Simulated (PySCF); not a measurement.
# F3CSH in PySCF: further runs

One molecule, F3CSH, is run at these levels: HF, PBE; tasks: MP2 correlation energy, RPA correlation energy.

Program: PySCF 2.14.0. These are calculated values, not measurements. Logs are shortened: lines on timing, memory, paths and dates and some standing lists are left out, and cuts for length are marked.

## 1. The cell of the first run

The cell holds a molecule in a box, 6 atoms: a = 12.000 Å, b = 12.000 Å, c = 12.000 Å, α = 90.00°, β = 90.00°, γ = 90.00°.

## 2. MP2 correlation energy, HF (atoms moved at random, drawn with an rms of 0.05 Å)

Input file run.py:

```python
import json
import numpy as np
from pyscf.pbc import gto, scf, dft, df
from pyscf.pbc.tools import pyscf_ase
from ase.io import read

atoms = read('HCSF3.xyz')
cell = pyscf_ase.cell_from_ase(atoms)
cell.basis = '6-31g*'
cell.exp_to_discard = 0
cell.precision = 1e-08
cell.max_memory = 2520  # MB
cell.verbose = 4
cell.build()

res = {}
kpts = cell.make_kpts([1, 1, 1])
mf = scf.KRHF(cell, kpts, exxdiv='ewald')
mf = mf.density_fit()
mf.with_df._cderi = 'cderi.h5'  # three-centre integrals saved by an earlier run on this cell, basis and mesh
mf.conv_tol = 1e-08
mf.max_cycle = 60

mf.kernel()
res.update(converged=bool(mf.converged), e_tot=mf.e_tot, nelec=cell.nelectron, nao=cell.nao, mesh=list(map(int, cell.mesh)), a=cell.lattice_vectors().tolist(), coords=cell.atom_coords().tolist(),
           mo_energy=[np.real(x).tolist() for x in mf.mo_energy], mo_occ=[np.real(x).tolist() for x in mf.mo_occ])
import h5py
print('fit functions by k pair:', sorted({v['0'].shape[0] for v in h5py.File(mf.with_df._cderi)['j3c'].values()}))
res.update(kpts=cell.get_scaled_kpts(kpts).tolist())
res['parts'] = {k: float(np.real(v)) for k, v in mf.scf_summary.items() if np.isscalar(v)}
json.dump(res, open('results.json', 'w'))
if not mf.converged:
    raise SystemExit('SCF not converged')

print('levels (eV)')
for i, kp in enumerate(res['kpts'][:40]):
    print('k %7.4f %7.4f %7.4f  ' % tuple(kp), ' '.join('%.3f' % (x * 27.211386) for x in res['mo_energy'][i][:30]))

# Mulliken populations
dm, s = np.asarray(mf.make_rdm1()), np.asarray(mf.get_ovlp())
sites = cell.aoslice_by_atom()[:, 2:]
tot = np.einsum('kij,kji->i', dm, s).real / len(kpts)
res['mulliken'] = [cell.atom_charge(i) - tot[a0:a1].sum() for i, (a0, a1) in enumerate(sites)]
print('Mulliken charges', np.round(res['mulliken'], 5))

from pyscf.pbc import mp
pt = mp.KMP2(mf, frozen=9)
pt.kernel(with_t2=False)
res.update(e_corr=pt.e_corr, e_ss=getattr(pt, 'e_corr_ss', None), e_os=getattr(pt, 'e_corr_os', None))
res['done'] = True
json.dump(res, open('results.json', 'w'))
```

Input file HCSF3.xyz:

```xyz
6
Lattice="12.0000000000 0.0000000000 0.0000000000 0.0000000000 12.0000000000 0.0000000000 0.0000000000 0.0000000000 12.0000000000" Properties=species:S:1:pos:R:3 pbc="T T T"
F      6.5013000000      4.9259280000      7.1190240000
C      6.0768000000      5.3436480000      5.9499600000
F      5.0231520000      4.7353200000      5.6646360000
F      7.0182360000      5.1554160000      5.0661480000
S      5.8406280000      7.1278800000      6.2330400000
H      5.4452520000      7.3275960000      4.9692480000
```

Potentials or basis: 6-31g* (all-electron).

The run is started by

```console
OMP_NUM_THREADS=2 python -u run.py > log
```

What it wrote:

```text
Discarded 0 diffused primitive functions, 0 contracted functions

PySCF version 2.14.0

[INPUT] verbose = 4
[INPUT] num. atoms = 6
[INPUT] num. electrons = 50
[INPUT] charge = 0
[INPUT] spin (= nelec alpha-beta = 2S) = 0
[INPUT] symmetry False subgroup None
[INPUT] Mole.unit = angstrom
[INPUT] Symbol           X                Y                Z      unit          X                Y                Z       unit  Magmom
[INPUT]  1 F      6.501300000000   4.925928000000   7.119024000000 AA   12.285676453635   9.308654829327  13.453005634206 Bohr   0.0
[INPUT]  2 C      6.076800000000   5.343648000000   5.949960000000 AA   11.483487713757  10.098031226080  11.243794852117 Bohr   0.0
[INPUT]  3 F      5.023152000000   4.735320000000   5.664636000000 AA    9.492381562061   8.948457912175  10.704610635352 Bohr   0.0
[INPUT]  4 F      7.018236000000   5.155416000000   5.066148000000 AA   13.262543917563   9.742324298201   9.573632226513 Bohr   0.0
[INPUT]  5 S      5.840628000000   7.127880000000   6.233040000000 AA   11.037187315466  13.469741048765  11.778738523459 Bohr   0.0
[INPUT]  6 H      5.445252000000   7.327596000000   4.969248000000 AA   10.290034959240  13.847149591458   9.390517765043 Bohr   0.0

nuclear repulsion = 104.527236170174
number of shells = 34
number of NR pGTOs = 163
number of NR cGTOs = 76
basis = 6-31g*
ecp = {}
lattice vectors  a1 [22.676713495, 0.000000000, 0.000000000]
                 a2 [0.000000000, 22.676713495, 0.000000000]
                 a3 [0.000000000, 0.000000000, 22.676713495]
dimension = 3
low_dim_ft_type = None
Cell volume = 11661.1
exp_to_discard = 0
rcut = 22.220084818416066 (nimgs = [1 1 1])
precision = 1e-08
pseudo = None
ke_cutoff = 1382349.3084387346
    = [12005 12005 12005] mesh (1730160900125 PWs)

******** <class 'pyscf.pbc.scf.khf.KRHF'> ********
method = KRHF
initial guess = minao
damping factor = 0
level_shift factor = 0
DIIS = <class 'pyscf.scf.diis.CDIIS'>
diis_start_cycle = 1
diis_space = 8
diis_damp = 0
SCF conv_tol = 1e-08
SCF conv_tol_grad = None
SCF max_cycles = 60
direct_scf = True
direct_scf_tol = 1e-13

******** PBC SCF flags ********
N kpts = 1
Exchange divergence treatment (exxdiv) = ewald
    madelung (= occupied orbital energy shift) = 0.12511943056182773
    Total energy shift due to Ewald probe charge = -1/2 * Nelec*madelung = -3.12798576405
DF object = <pyscf.pbc.df.df.GDF object>
Set gradient conv threshold to 0.0001

******** <class 'pyscf.pbc.df.rsdf_builder._RSNucBuilder'> ********
mesh = [43 43 43] (79507 PWs)
ke_cutoff = 16.92809565338868
omega = 0.5174598520920043
exclude_d_aux = False
exclude_dd_block = True
j2c_eig_always = False
has_long_range = True
init E= -735.776598405542
  HOMO = -0.279858719037  LUMO = 0.121099353816  gap/eV = 10.91062
cycle= 1 E= -734.077036620546  delta_E=  1.7  |g|= 0.938  |ddm|= 2.41
  HOMO = -0.404322970149  LUMO = 0.0970808429256  gap/eV = 13.64389
cycle= 2 E= -734.209097216207  delta_E= -0.132  |g|= 0.568  |ddm|=    1
  HOMO = -0.390501466942  LUMO = 0.150301183711  gap/eV = 14.71599
cycle= 3 E= -734.265191893682  delta_E= -0.0561  |g|= 0.0548  |ddm|= 0.36
  HOMO = -0.390373734507  LUMO = 0.157582256085  gap/eV = 14.91064
cycle= 4 E= -734.266428967438  delta_E= -0.00124  |g|= 0.0169  |ddm|= 0.0962
  HOMO = -0.390552198095  LUMO = 0.158211587986  gap/eV = 14.93262
cycle= 5 E= -734.266556686771  delta_E= -0.000128  |g|= 0.00422  |ddm|= 0.0349
  HOMO = -0.391345266176  LUMO = 0.15776088047  gap/eV = 14.94194
cycle= 6 E= -734.266565850354  delta_E= -9.16e-06  |g|= 0.00102  |ddm|= 0.00988
  HOMO = -0.391282359648  LUMO = 0.157848935269  gap/eV = 14.94262
cycle= 7 E= -734.266566471332  delta_E= -6.21e-07  |g|= 0.000329  |ddm|= 0.00288
  HOMO = -0.39129025012  LUMO = 0.157867321848  gap/eV = 14.94334
cycle= 8 E= -734.266566519  delta_E= -4.77e-08  |g|= 0.000126  |ddm|= 0.000677
  HOMO = -0.391308073812  LUMO = 0.157862216069  gap/eV = 14.94368
cycle= 9 E= -734.266566526612  delta_E= -7.61e-09  |g|= 3.19e-05  |ddm|= 0.000287
  HOMO = -0.391309286649  LUMO = 0.15785948932  gap/eV = 14.94364
Extra cycle  E= -734.266566527209  delta_E= -5.97e-10  |g|= 1.54e-05  |ddm|= 6.04e-05
converged SCF energy = -734.266566527209
fit functions by k pair: [415]
levels (eV)
k  0.0000  0.0000  0.0000   -2502.077 -717.310 -716.785 -716.502 -313.601 -244.084 -181.002 -180.966 -180.894 -48.234 -45.404 -44.717 -28.644 -25.645 -23.218 -23.072 -21.664 -19.624 -19.509 -18.484 -18.193 -17.626 -15.040 -13.416 -10.648 4.296 6.252 10.267 11.169 12.063
Mulliken charges [-0.39318  0.99756 -0.31457 -0.37231 -0.01794  0.10045]

******** <class 'pyscf.pbc.mp.kmp2.KMP2'> ********
nkpts = 1
nocc = 16
nmo = 67
with_df_ints = True
frozen orbitals = 9
E(KMP2) = -735.009504266858  E_corr = -0.742937739649122
E(SCS-KMP2) = -734.979425959783  E_corr = -0.712859432574481
E_corr(same-spin) = -0.206152909620538
E_corr(oppo-spin) = -0.536784830028584
```

Wall time 11 s (2 threads of Intel Xeon at 2.70GHz, shared host); peak memory 1.9 GiB.

What came out:

- Free energy: -19980.4111 eV
- Gap between the frontier levels: 14.94 eV
- Mulliken charges: F -0.39, -0.31, -0.37; C +1.00; S -0.02; H +0.10 e
- MP2 correlation energy per cell: -20.216 eV

Caveat: the basis is small and the box finite, so much correlation energy is missing and levels can be off by tenths of an eV; Mulliken charges move with the basis; this is a molecule in a periodic box at the Γ point, so its band gap is the HOMO-LUMO gap; total energy, band gap and charges are those of the mean-field reference; the basis of atomic orbitals isn't converged, which shifts pressures, moduli and gaps.

## 3. RPA correlation energy, PBE (atoms moved at random, drawn with an rms of 0.05 Å)

run.py: that of step 2 with these lines changed.

```diff
@@ -17,3 +17,3 @@
 kpts = cell.make_kpts([1, 1, 1])
-mf = scf.KRHF(cell, kpts, exxdiv='ewald')
+mf = dft.KRKS(cell, kpts, xc='pbe')
 mf = mf.density_fit()
@@ -45,6 +45,9 @@
 
-from pyscf.pbc import mp
-pt = mp.KMP2(mf, frozen=9)
-pt.kernel(with_t2=False)
-res.update(e_corr=pt.e_corr, e_ss=getattr(pt, 'e_corr_ss', None), e_os=getattr(pt, 'e_corr_os', None))
+from pyscf.pbc.gw.krpa import KRPA
+rpa = KRPA(mf, frozen=9)
+rpa.kernel()
+res.update(e_corr=rpa.e_corr, e_hf=rpa.e_hf, e_rpa=rpa.e_tot)
+rpa.fc = True  # again, with the correction for q -> 0
+rpa.kernel()
+res['e_corr_fc'] = rpa.e_corr
 res['done'] = True
```

HCSF3.xyz is that of step 2.

Potentials or basis: 6-31g* (all-electron).

The run is started by

```console
OMP_NUM_THREADS=2 python -u run.py > log
```

What it wrote:

```text
Discarded 0 diffused primitive functions, 0 contracted functions

PySCF version 2.14.0

[INPUT] verbose = 4
[INPUT] num. atoms = 6
[INPUT] num. electrons = 50
[INPUT] charge = 0
[INPUT] spin (= nelec alpha-beta = 2S) = 0
[INPUT] symmetry False subgroup None
[INPUT] Mole.unit = angstrom
[INPUT] Symbol           X                Y                Z      unit          X                Y                Z       unit  Magmom
[INPUT]  1 F      6.501300000000   4.925928000000   7.119024000000 AA   12.285676453635   9.308654829327  13.453005634206 Bohr   0.0
[INPUT]  2 C      6.076800000000   5.343648000000   5.949960000000 AA   11.483487713757  10.098031226080  11.243794852117 Bohr   0.0
[INPUT]  3 F      5.023152000000   4.735320000000   5.664636000000 AA    9.492381562061   8.948457912175  10.704610635352 Bohr   0.0
[INPUT]  4 F      7.018236000000   5.155416000000   5.066148000000 AA   13.262543917563   9.742324298201   9.573632226513 Bohr   0.0
[INPUT]  5 S      5.840628000000   7.127880000000   6.233040000000 AA   11.037187315466  13.469741048765  11.778738523459 Bohr   0.0
[INPUT]  6 H      5.445252000000   7.327596000000   4.969248000000 AA   10.290034959240  13.847149591458   9.390517765043 Bohr   0.0

nuclear repulsion = 104.527236170174
number of shells = 34
number of NR pGTOs = 163
number of NR cGTOs = 76
basis = 6-31g*
ecp = {}
lattice vectors  a1 [22.676713495, 0.000000000, 0.000000000]
                 a2 [0.000000000, 22.676713495, 0.000000000]
                 a3 [0.000000000, 0.000000000, 22.676713495]
dimension = 3
low_dim_ft_type = None
Cell volume = 11661.1
exp_to_discard = 0
rcut = 22.220084818416066 (nimgs = [1 1 1])
precision = 1e-08
pseudo = None
ke_cutoff = 1382349.3084387346
    = [12005 12005 12005] mesh (1730160900125 PWs)

******** <class 'pyscf.pbc.dft.krks.KRKS'> ********
method = KRKS
initial guess = minao
damping factor = 0
level_shift factor = 0
DIIS = <class 'pyscf.scf.diis.CDIIS'>
diis_start_cycle = 1
diis_space = 8
diis_damp = 0
SCF conv_tol = 1e-08
SCF conv_tol_grad = None
SCF max_cycles = 60
direct_scf = True
direct_scf_tol = 1e-13

******** PBC SCF flags ********
N kpts = 1
Exchange divergence treatment (exxdiv) = ewald
    madelung (= occupied orbital energy shift) = 0.12511943056182773
    Total energy shift due to Ewald probe charge = -1/2 * Nelec*madelung = -3.12798576405
DF object = <pyscf.pbc.df.df.GDF object>
XC functionals = pbe
small_rho_cutoff = 0
radial grids:
    Treutler-Ahlrichs [JCP 102, 346 (1995); DOI:10.1063/1.469408] (M4) radial grids

becke partition: Becke, JCP 88, 2547 (1988); DOI:10.1063/1.454033
pruning grids: <function nwchem_prune>
grids dens level: 3
symmetrized grids: False
atomic radii adjust function: <function treutler_atomic_radii_adjust>
Set gradient conv threshold to 0.0001

******** <class 'pyscf.pbc.df.rsdf_builder._RSNucBuilder'> ********
mesh = [43 43 43] (79507 PWs)
ke_cutoff = 16.92809565338868
omega = 0.5174598520920043
exclude_d_aux = False
exclude_dd_block = True
j2c_eig_always = False
has_long_range = True
tot grids = 85592
cell vol = 11661.122  sum(weights) = 11683.3078
nelec by numeric integration = 49.99999007796475
init E= -737.170165393523
  HOMO = -0.248245557568  LUMO = -0.0104902559261  gap/eV = 6.46965
nelec by numeric integration = 49.99999331882482
cycle= 1 E= -735.755086818634  delta_E= 1.42  |g|= 0.85  |ddm|=  2.6
  HOMO = -0.198921593577  LUMO = -0.0370590955853  gap/eV = 4.40450
nelec by numeric integration = 49.99999224447755
cycle= 2 E= -735.4610166486  delta_E= 0.294  |g|=  1.6  |ddm|= 1.47
  HOMO = -0.207809465972  LUMO = -0.00956377266685  gap/eV = 5.39454
nelec by numeric integration = 49.999992752452236
cycle= 3 E= -735.87669913301  delta_E= -0.416  |g|= 0.0813  |ddm|= 0.99
  HOMO = -0.217982275482  LUMO = -0.0175597893603  gap/eV = 5.45377
nelec by numeric integration = 49.99999281999089
cycle= 4 E= -735.877834386458  delta_E= -0.00114  |g|= 0.0456  |ddm|= 0.133
  HOMO = -0.217836850066  LUMO = -0.0169760415195  gap/eV = 5.46570
nelec by numeric integration = 49.99999285618208
cycle= 5 E= -735.878218609645  delta_E= -0.000384  |g|= 0.0129  |ddm|= 0.0444
  HOMO = -0.216472352579  LUMO = -0.0159518667302  gap/eV = 5.45644
nelec by numeric integration = 49.99999283508666
cycle= 6 E= -735.878250721323  delta_E= -3.21e-05  |g|= 0.00222  |ddm|= 0.014
  HOMO = -0.216440965784  LUMO = -0.0159043796211  gap/eV = 5.45688
nelec by numeric integration = 49.99999283324682
cycle= 7 E= -735.878251900639  delta_E= -1.18e-06  |g|= 0.000514  |ddm|= 0.00322
  HOMO = -0.216514549853  LUMO = -0.0159460671555  gap/eV = 5.45775
nelec by numeric integration = 49.99999283488154
cycle= 8 E= -735.878251975344  delta_E= -7.47e-08  |g|= 0.000171  |ddm|= 0.000891
  HOMO = -0.216499980469  LUMO = -0.0159407641308  gap/eV = 5.45749
nelec by numeric integration = 49.999992834549275
cycle= 9 E= -735.878251981942  delta_E= -6.6e-09  |g|= 3.67e-05  |ddm|= 0.000227
  HOMO = -0.216500346795  LUMO = -0.0159402576637  gap/eV = 5.45752
nelec by numeric integration = 49.99999283460065
Extra cycle  E= -735.878251981717  delta_E= 2.25e-10  |g|= 4.98e-05  |ddm|= 8.77e-05
converged SCF energy = -735.878251981717
fit functions by k pair: [415]
levels (eV)
k  0.0000  0.0000  0.0000   -2395.624 -661.700 -661.157 -660.895 -275.890 -208.719 -154.928 -154.826 -154.582 -33.822 -31.249 -30.597 -19.346 -16.627 -14.820 -14.663 -13.613 -11.088 -10.976 -10.363 -10.144 -9.155 -9.057 -8.045 -5.891 -0.434 1.444 3.974 4.821 5.685
Mulliken charges [-0.23548  0.58082 -0.15415 -0.21207 -0.09111  0.11198]

******** <class 'pyscf.pbc.gw.krpa.KRPA'> ********
method = KRPA
RPA nocc = 16, nvir = 51, nkpts = 1
frozen orbitals = 9
grid type = legendre
outcore mode = False
RPA finite size corrections = False
ACFD exchange energy = False

******** <class 'pyscf.pbc.gw.krpa.KRPA'> ********
method = KRPA
RPA nocc = 16, nvir = 51, nkpts = 1
frozen orbitals = 9
grid type = legendre
outcore mode = False
RPA finite size corrections = True
ACFD exchange energy = False
```

Wall time 44 s (2 threads of Intel Xeon at 2.70GHz, shared host); peak memory 1.9 GiB.

What came out:

```yaml
Free_energy: -20024.2673 eV
Gap_between_the_frontier_levels_mean-field_level: 5.46 eV
Mulliken_charges: F -0.24, -0.15, -0.21; C +0.58; S -0.09; H +0.11 e
RPA_correlation_energy: -5.014 eV/atom
RPA_correlation_energy_per_cell: -30.081 eV
```

Caveat: the basis is small and the box finite, so much correlation energy is missing and levels can be off by tenths of an eV; Mulliken charges move with the basis; this is a molecule in a periodic box at the Γ point, so its band gap is the HOMO-LUMO gap; total energy, band gap and charges are those of the mean-field reference; the basis of atomic orbitals isn't converged, which shifts pressures, moduli and gaps.
